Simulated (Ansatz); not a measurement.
# FH2SSb: a ladder of functionals and wavefunction methods

How much do the methods differ for FH2SSb? The plan is to run it at one geometry with functionals of several rungs and with coupled cluster. The yardstick is the atomisation energy at the CCSD(T) limit.

Program: Ansatz 0.2.0, Gaussian basis. Level of theory: functionals in def2-TZVPP, the program's frozen cores in correlated methods. These are calculated values, not measurements.

Levels to be run: LDA (SPW92), PBE-D4, revPBE-D4, BLYP-D4, r2SCAN-D4, B97M-V, PBE0-D4, B3LYP-D4, r2SCANh-D4, r2SCAN0-D4, HSE06-D4, BHLYP-D4, CAM-B3LYP-D4, LC-ωPBE, ωB97X-V, ωB97M-V, B2PLYP, PBE-QIDH; CCSD(T)/def2-SVP; CCSD(T)/def2-TZVPP; MP2/def2-QZVPP; extrapolation to the limit; RPA on PBE.

1 further run of the same task is left out (for a known fault of the program).

## Step 1: The relaxed structure

The geometry comes from an earlier relaxation with PBE0-D4 in a triple-zeta def2 set; it is a stationary point. Sb takes the def2 core potential; no spin-orbit term is included.

SMILES `[F][SbH][SH]`, 5 atoms, charge 0, spin multiplicity 1.

Atoms are counted from 1 here; the program's logs count them from 0.

Bond lengths: F1–Sb2 1.921 Å, Sb2–S3 2.405 Å, Sb2–H4 1.717 Å, S3–H5 1.342 Å. Angles: F1–Sb2–S3 99.0°, F1–Sb2–H4 92.0°, S3–Sb2–H4 93.6°, Sb2–S3–H5 95.7°.

Geometry (Å):

```xyz
5
FH2SSb
F    -1.2945   -0.9843    1.0908
Sb   -0.5160   -0.8436   -0.6600
S     1.6834   -0.0990   -0.0337
H    -1.1152    0.7523   -0.8626
H     1.2920    1.1008    0.4241
```

## Step 2: LDA

This LDA is Slater exchange with PW92 correlation.

File in.yaml:

```yaml
crystal:
  periodic: [false, false, false]
  atoms:
    - {symbol: F, position_ang: [-1.294502, -0.984251, 1.090803]}
    - {symbol: Sb, position_ang: [-0.516014, -0.843615, -0.659996]}
    - {symbol: S, position_ang: [1.683437, -0.098955, -0.033654]}
    - {symbol: H, position_ang: [-1.115169, 0.752304, -0.862632]}
    - {symbol: H, position_ang: [1.292048, 1.100817, 0.424079]}
basis:
  gaussian: {orbitals: def2-TZVPP}
hamiltonian: {xc: lda}
output: {orbitals: {seedname: orbitals}}
```

On the command line:

```console
$ ansatz run in.yaml --threads 2 --pin off --events-out ev --progress --plain --max-ram 4352MiB
```

The runs that follow: PBE-D4 (GGA); revPBE-D4 (GGA); BLYP-D4 (GGA); r2SCAN-D4 (meta-GGA); B97M-V (meta-GGA); B3LYP-D4 (hybrid); r2SCANh-D4 (hybrid); r2SCAN0-D4 (hybrid); HSE06-D4 (hybrid); BHLYP-D4 (hybrid); CAM-B3LYP-D4 (range-separated); LC-ωPBE (range-separated); ωB97X-V (range-separated); ωB97M-V (range-separated); B2PLYP (double hybrid); PBE-QIDH (double hybrid); CCSD(T) in def2-SVP; CCSD(T) in def2-TZVPP; MP2 in def2-QZVPP; RPA on PBE orbitals.

Before running them: what should the planned runs give, taken together? Wanted: atomisation energy, CCSD(T)/CBS; farthest beyond LDA; mean size of error, GGA; mean size of error, meta-GGA; mean size of error, hybrid; mean size of error, range-separated; mean size of error, double hybrid; gap, smallest and largest; T1 diagnostic.

The runs gave:

```
                               quantity                                       value
        atomisation energy, CCSD(T)/CBS                               1326.2 kJ/mol
 functionals within 13.3 kJ/mol (1.0 %)  r2SCAN-D4, B3LYP-D4, CAM-B3LYP-D4, ωB97M-V
                    farthest beyond LDA                     BHLYP-D4 (-78.5 kJ/mol)
                mean size of error, GGA                                 21.9 kJ/mol
           mean size of error, meta-GGA                                 20.4 kJ/mol
             mean size of error, hybrid                                 39.8 kJ/mol
    mean size of error, range-separated                                 21.0 kJ/mol
      mean size of error, double hybrid                                 49.8 kJ/mol
              gap, smallest and largest   4.33 eV (LDA (SPW92)), 11.21 eV (LC-ωPBE)
                          T1 diagnostic                                      0.0144
triples share of the correlation energy                                       3.3 %
```

**Reading.** LDA overbinds by 250.4 kJ/mol (19 %). PBE-D4 is off by +30.3 kJ/mol. Double hybrids carry the basis error of their MP2 part in triple zeta, and no dispersion term here, so their miss is partly the set-up's. Taken by rung, meta-GGA functionals do best (20.4 kJ/mol on average) and double hybrid ones worst beyond LDA (49.8 kJ/mol). The gap between the best rungs is small, so their order is not settled. Misses under about 13.3 kJ/mol are within the doubt on the reference itself, which lacks core-valence correlation, spin-orbit coupling and higher excitations, and its outer-core shells are covered unevenly. All levels share the lack of spin-orbit coupling, which lowers the free heavy atoms and so the true binding. Hartree-Fock recovers 60 % of the binding; the rest is correlation. CCSD(T) in def2-SVP is off by -199.6 kJ/mol, so the small basis spoils what the method gains. The gap grows from 4.3 to 11.2 eV across the functionals, mostly with the share of exact exchange. Correlated methods include outer-core shells of Sb, which these sets cover unevenly.
